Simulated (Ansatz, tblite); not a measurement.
**The cluster Be3Br4+: one state, many levels**

Aim: run the doublet of the cluster Be3Br4+ at one geometry on many levels, and compare frontier levels, spin and run time.

Program: Ansatz 0.2.0, Gaussian basis. Level of theory: as each input shows. These are calculated values, not measurements.

Plan: GFN1-xTB, GFN2-xTB, PBE-D4/def2-TZVP, r2SCAN-D4/def2-TZVP, HF/def2-TZVP, B2PLYP/def2-TZVP, PBE-D4/def2-SVP, PBE0-D4/def2-SVP, HF/STO-3G, MP2/def2-TZVP, RPA/def2-TZVP.

7 further runs of the same task are left out: 5 that didn't finish, 2 set aside as unsound or not needed.

### Step 1. The geometry

The geometry is that of the doublet, from an earlier relaxation (PBE0-D4/def2-SVP). At that level it is the lowest of the isomers that a small search found.

7 atoms, charge 1, spin multiplicity 2.

Bond lengths: Be1–Br4 2.327 Å, Be1–Br6 2.133 Å, Be1–Br7 2.134 Å, Be2–Br4 2.327 Å, Be2–Br5 2.134 Å, Be2–Br6 2.134 Å, Be3–Br4 2.327 Å, Be3–Br5 2.133 Å, Be3–Br7 2.133 Å. Angles: Br4–Be1–Br6 104.6°, Br4–Be1–Br7 104.6°, Br6–Be1–Br7 141.7°, Br4–Be2–Br5 104.6°, Br4–Be2–Br6 104.6°, Br5–Be2–Br6 141.7°, Br4–Be3–Br5 104.6°, Br4–Be3–Br7 104.6°, Br5–Be3–Br7 141.7°, Be1–Br4–Be2 55.6°, Be1–Br4–Be3 55.6°, Be2–Br4–Be3 55.6°, Be2–Br5–Be3 61.1°, Be1–Br6–Be2 61.1°, Be1–Br7–Be3 61.1°.

The ion is computed in the gas phase, without counter-ions or solvent.

PBE0-D4/def2-TZVP was run before; its log isn't repeated, and its numbers join the tables.

### Step 2. GFN1-xTB

Tight binding, by tblite at 300 K electronic temperature and without a spin-polarisation term:

```python
tblite.interface.Calculator('GFN1-xTB', numbers, positions, charge=1, uhf=1).singlepoint()
```

Energy -476.2901 eV; 0.023 s.

### Step 3. GFN2-xTB

Tight binding, by tblite at 300 K electronic temperature and without a spin-polarisation term:

```python
tblite.interface.Calculator('GFN2-xTB', numbers, positions, charge=1, uhf=1).singlepoint()
```

Energy -491.8511 eV; 0.037 s.

### Step 4. PBE-D4/def2-TZVP

start.molden holds the orbitals of an earlier run on this state, given as this run's starting guess.

Input file in.yaml:

```yaml
crystal:
  periodic: [false, false, false]
  atoms:
    - {symbol: Be, position_ang: [-1.228965, 0.208021, -0.127175]}
    - {symbol: Be, position_ang: [0.422134, -1.165539, 0.183288]}
    - {symbol: Be, position_ang: [0.801915, 0.962915, -0.004845]}
    - {symbol: Br, position_ang: [-0.195666, 0.207081, 1.957404]}
    - {symbol: Br, position_ang: [2.346815, -0.453925, -0.401252]}
    - {symbol: Br, position_ang: [-1.425719, -1.856053, -0.629744]}
    - {symbol: Br, position_ang: [-0.720524, 2.097501, -0.977677]}
basis:
  gaussian: {orbitals: def2-TZVP, initial_orbitals: start.molden}
total_charge: 1
magnetization: {spin_polarized: true, initial_magnetization: 1}
hamiltonian: {xc: pbe, dispersion: d4}
scf: {omitted_lower_state_checks: [starts]}
output: {forces: true, orbitals: {seedname: orbitals}}
```

The run is started by

```bash
$ ansatz run in.yaml --threads 4 --pin off --events-out ev --progress --plain --max-ram 4787MiB
```

The runs that follow: r2SCAN-D4/def2-TZVP; HF/def2-TZVP; B2PLYP/def2-TZVP; PBE-D4/def2-SVP; PBE0-D4/def2-SVP; HF/STO-3G; MP2/def2-TZVP; RPA/def2-TZVP.

Q: Predict the results of all the runs planned. Wanted: gap in def2-TZVP, named functionals and Hartree-Fock, smallest and largest; correlation energy, MP2/def2-TZVP; ⟨S²⟩ in def2-TZVP, named functionals and Hartree-Fock, smallest and largest; PBE0 total energy, smallest basis above largest.

**Answer**, as computed:

| quantity | value |
| --- | --- |
| gap in def2-TZVP, named functionals and Hartree-Fock, smallest and largest | 1.00 eV (PBE-D4), 8.17 eV (HF) |
| correlation energy, MP2/def2-TZVP | -35.53 eV |
| ⟨S²⟩ in def2-TZVP, named functionals and Hartree-Fock, smallest and largest | 0.753, 0.758 |
| PBE0 total energy, smallest basis above largest | 35.56 eV (def2-SVP, def2-TZVP) |

**Reading.** Orbital gaps of the named functionals and Hartree-Fock in def2-TZVP span 1.00 eV (PBE-D4) to 8.17 eV (HF); exact exchange widens it. Over the named functionals and Hartree-Fock in def2-TZVP spin contamination reaches 0.01 (HF), which is small.
